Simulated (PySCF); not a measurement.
# CH2Br2: the cost of one run

Program: PySCF 2.14.0. Level of theory: levels as typed in each script, gas phase, geometry from GFN2-xTB. These are calculated values, not measurements.

### Step 1. The starting structure

SMILES `BrCBr`, 5 atoms, charge 0, spin multiplicity 1.

Bond lengths: Br1–C2 1.939 Å, C2–Br3 1.939 Å, C2–H4 1.088 Å, C2–H5 1.088 Å. Angles: Br1–C2–Br3 112.3°, Br1–C2–H4 108.2°, Br1–C2–H5 108.2°, Br3–C2–H4 108.2°, Br3–C2–H5 108.2°, H4–C2–H5 111.8°.

Geometry (Å):

| atom | x (Å) | y (Å) | z (Å) |
| --- | --- | --- | --- |
| Br1 | 1.61059 | 0.12639 | 0.00000 |
| C2 | 0.00004 | -0.95351 | 0.00000 |
| Br3 | -1.61060 | 0.12639 | 0.00000 |
| H4 | -0.00009 | -1.56302 | 0.90082 |
| H5 | 0.00009 | -1.56302 | -0.90082 |

### Step 2. Removing and adding an electron (BP86/def2-svp)

Contents of input.py:

```python
import numpy as np
from pyscf import gto, scf, dft
from pyscf.scf import atom_ks, atom_hf
from scipy.linalg import block_diag

def solve(mol, dm0=None, hcore=None):
    mf = (dft.UKS if mol.spin else dft.RKS)(mol, xc='bp86')
    mf.grids.level = 3
    mf = mf.density_fit(auxbasis='def2-universal-jkfit')
    mf.conv_tol, mf.max_cycle = 1e-8, 80
    if hcore is not None:
        mf.get_hcore = lambda *args: hcore
    mf.kernel(dm0)
    if not mf.converged:
        mf = mf.newton().run(mf.mo_coeff, mf.mo_occ, max_cycle=30)
    assert mf.converged, 'SCF not converged'
    return mf

mol = gto.M(atom='''
Br     1.61059     0.12639     0.00000
C      0.00004    -0.95351     0.00000
Br    -1.61060     0.12639     0.00000
H     -0.00009    -1.56302     0.90082
H      0.00009    -1.56302    -0.90082
''', basis='def2-svp', charge=0, spin=0, verbose=4)
mf = solve(mol)
out = dict(e0=mf.e_tot, dm0=mf.make_rdm1(), c=mf.mo_coeff, occ=mf.mo_occ, eps=mf.mo_energy)
for name, dq, spin in [('cation', 1, 1), ('anion', -1, 1)]:
    ion = mol.copy().set(charge=mol.charge + dq, spin=spin).build()
    mi = solve(ion)
    if spin and dq > 0 and mol.nao < 130:
        c, _, stable, _ = mi.stability(return_status=True)
        if not stable:
            mi = solve(ion, mi.make_rdm1(c, mi.mo_occ))
    print(name, 'vertical energy change / eV', (mi.e_tot - mf.e_tot) * 27.211386)
    out.update({'e_' + name: mi.e_tot, 'dm_' + name: mi.make_rdm1(), 's2_' + name: mi.spin_square()[0], 'eps_' + name: mi.mo_energy, 'occ_' + name: mi.mo_occ})
# spherically averaged free atoms, for the promolecule
atm = atom_ks.get_atm_nrks(mol, xc='bp86')
pro = block_diag(*[(atm[a[0]][2] * atm[a[0]][3]) @ atm[a[0]][2].T for a in mol._atom])
np.savez('result.npz', pro=pro, **out)
```

Run with:

```console
$ OMP_NUM_THREADS=1 python input.py
```

What time and memory should one allow on 1 thread of Arm Neoverse V2, shared host?

About 4 min, with a peak of 0.44 GiB.
